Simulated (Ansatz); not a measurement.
# B4Bi2: the cost of one run

Method: the levels named in each step, in Ansatz 0.2.0.

## (1) Starting point

Bond lengths: Bi1–B2 2.207 Å, Bi1–B3 2.382 Å, B2–B3 1.612 Å, Bi1–B4 1.941 Å, B2–B4 1.751 Å, B3–B4 1.597 Å, Bi1–Bi5 2.809 Å, B2–Bi5 1.941 Å, B4–Bi5 2.207 Å, B2–B6 1.597 Å, B3–B6 1.687 Å, B4–B6 1.612 Å, Bi5–B6 2.382 Å. Angles (14 of 44 angles, heavy atoms first): Bi1–B2–B3 75.4°, Bi1–B2–B4 57.4°, Bi1–B2–Bi5 85.0°, Bi1–B2–B6 114.2°, B3–B2–B4 56.5°, B3–B2–Bi5 129.0°, B3–B2–B6 63.4°, B4–B2–Bi5 73.2°, B4–B2–B6 57.4°, Bi5–B2–B6 84.1°, B2–Bi1–B3 40.9°, B2–Bi1–B4 49.4°, B2–Bi1–Bi5 43.5°, B3–Bi1–B4 41.8°.

Coordinates:

```xyz
6

Bi    0.0743    1.4126    0.0127
B    -1.0878   -0.2743    0.8341
B    -2.1892    0.6816    0.1464
B    -1.0868    0.1314   -0.8693
Bi    0.2588   -1.3907   -0.0073
B    -2.0754   -0.9617   -0.2154
```

## (2) A rough first relaxation, PBE-D4/def2-SVPD

This run stands in another session on the same molecule. It ended at:

```xyz
6

Bi   -0.2966    2.0554    0.1556
B    -0.8248   -0.1275    0.9430
B    -2.1324    0.6381    0.0256
B    -0.8036    0.0205   -0.9693
Bi   -0.0200   -2.0762   -0.1607
B    -2.0287   -0.9114   -0.0930
```

## (3) Relaxation, HF/def2-SVPD

input.yaml

```yaml
crystal:
  periodic: [false, false, false]
  atoms:
    - { symbol: Bi, position_ang: [-0.29658634, 2.05537639, 0.15557809] }
    - { symbol: B, position_ang: [-0.82484101, -0.1274647, 0.94296638] }
    - { symbol: B, position_ang: [-2.13239833, 0.63808675, 0.02558516] }
    - { symbol: B, position_ang: [-0.80358432, 0.02048489, -0.9693397] }
    - { symbol: Bi, position_ang: [-0.0200485, -2.07618072, -0.16070273] }
    - { symbol: B, position_ang: [-2.0286815, -0.91144261, -0.09297719] }
magnetization:
  spin_polarized: true
  initial_magnetization: 1
total_charge: -1
basis:
  gaussian: { orbitals: def2-SVPD }
hamiltonian:
  xc: hf
relax:
  f_tol: 0.002
  max_steps: 150
```

Command:

```sh
$ ansatz run input.yaml --threads 4 --pin off --max-ram 10240MiB --backend cpu --events-out ev --progress --plain --runs-dir out
```

Q: Estimate wall time and peak memory on 4 threads of Intel Xeon at 2.50GHz (Skylake/Cascade Lake), shared host.

About 3 min, with a peak of 0.66 GiB.
